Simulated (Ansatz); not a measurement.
# Ta(NH)(OSiH3)3 (H₁₀NO₃Si₃Ta): reading failed and doubtful runs

Aim: try 1 input for Ta(NH)(OSiH3)3 (H₁₀NO₃Si₃Ta) as typed, read how each ends, and find what has to change.

Program: Ansatz 0.2.0, Gaussian basis. Level of theory: the settings change from run to run. These are calculated values, not measurements.

2 further runs of the same task are left out: 2 set aside as unsound or not needed.

### Step 1. The molecule

The structure was relaxed beforehand with PBE-D4/def2-SVP. Ta takes a core potential in def2 sets; no spin-orbit term is included.

18 atoms, charge 0, spin multiplicity 1.

Atoms are counted from 1 here; the program's logs count them from 0.

Bond lengths: Ta1–N2 1.785 Å, Ta1–O4 1.928 Å, Ta1–O9 1.928 Å, Ta1–O14 1.928 Å, N2–H3 1.020 Å, O4–Si5 1.685 Å, Si5–H6 1.505 Å, Si5–H7 1.504 Å, Si5–H8 1.504 Å, O9–Si10 1.685 Å, Si10–H11 1.504 Å, Si10–H12 1.503 Å, Si10–H13 1.503 Å, O14–Si15 1.685 Å, Si15–H16 1.504 Å, Si15–H17 1.503 Å, Si15–H18 1.503 Å. Angles: N2–Ta1–O4 108.4°, N2–Ta1–O9 108.4°, N2–Ta1–O14 108.4°, O4–Ta1–O9 110.5°, O4–Ta1–O14 110.6°, O9–Ta1–O14 110.5°, Ta1–N2–H3 180.0°, Ta1–O4–Si5 155.1°, O4–Si5–H6 110.3°, O4–Si5–H7 109.1°, O4–Si5–H8 108.9°, H6–Si5–H7 109.5°, H6–Si5–H8 109.7°, H7–Si5–H8 109.4°, Ta1–O9–Si10 155.4°, O9–Si10–H11 110.2°, O9–Si10–H12 109.0°, O9–Si10–H13 108.9° and more.

### Step 2. Try 1

in.yaml

```yaml
crystal:
  periodic: [false, false, false]
  atoms:
    - {symbol: Ta, position_ang: [0.014515, -0.014059, 0.102287]}
    - {symbol: N, position_ang: [0.342513, -0.184842, 1.848933]}
    - {symbol: H, position_ang: [0.529166, -0.282551, 2.846773]}
    - {symbol: O, position_ang: [1.449452, -0.858098, -0.870711]}
    - {symbol: Si, position_ang: [2.910224, -1.682691, -1.031199]}
    - {symbol: H, position_ang: [3.403717, -2.135639, 0.316911]}
    - {symbol: H, position_ang: [3.926175, -0.765739, -1.655751]}
    - {symbol: H, position_ang: [2.700887, -2.877041, -1.921186]}
    - {symbol: O, position_ang: [-0.073965, 1.865361, -0.318842]}
    - {symbol: Si, position_ang: [-0.017435, 3.515185, 0.019301]}
    - {symbol: H, position_ang: [0.273590, 3.736976, 1.478425]}
    - {symbol: H, position_ang: [-1.343439, 4.130896, -0.330255]}
    - {symbol: H, position_ang: [1.062658, 4.147159, -0.813478]}
    - {symbol: O, position_ang: [-1.666227, -0.874491, -0.288120]}
    - {symbol: Si, position_ang: [-3.065589, -1.738824, 0.078503]}
    - {symbol: H, position_ang: [-3.117037, -2.044277, 1.550577]}
    - {symbol: H, position_ang: [-3.066717, -3.021905, -0.704706]}
    - {symbol: H, position_ang: [-4.262495, -0.915441, -0.307464]}
basis:
  gaussian: {orbitals: def2-mTZVP}
total_charge: 1
magnetization: {spin_polarized: true, initial_magnetization: 1}
hamiltonian: {xc: {name: HF}}
correlation: {active_space: {window: {electrons: 3, orbitals: 2}}}
accuracy: high
scf: {omitted_lower_state_checks: [starts]}
output: {forces: true}
```

The run is started by

```console
> ansatz run in.yaml --threads 2 --pin off --events-out ev --progress --plain --max-ram 32768MiB --backend cpu
```

**Question.** What will the summary of the whole plan be?

**Answer**, as computed:

```
try          level    ended                                                                                                    cause    time
  1  HF/def2-mTZVP  refused  the window of orbitals is impossible for that count of electrons, or the reference is of the wrong kind  0.05 s
```

**Reading.** 1 refused. A refusal costs next to no computing time.
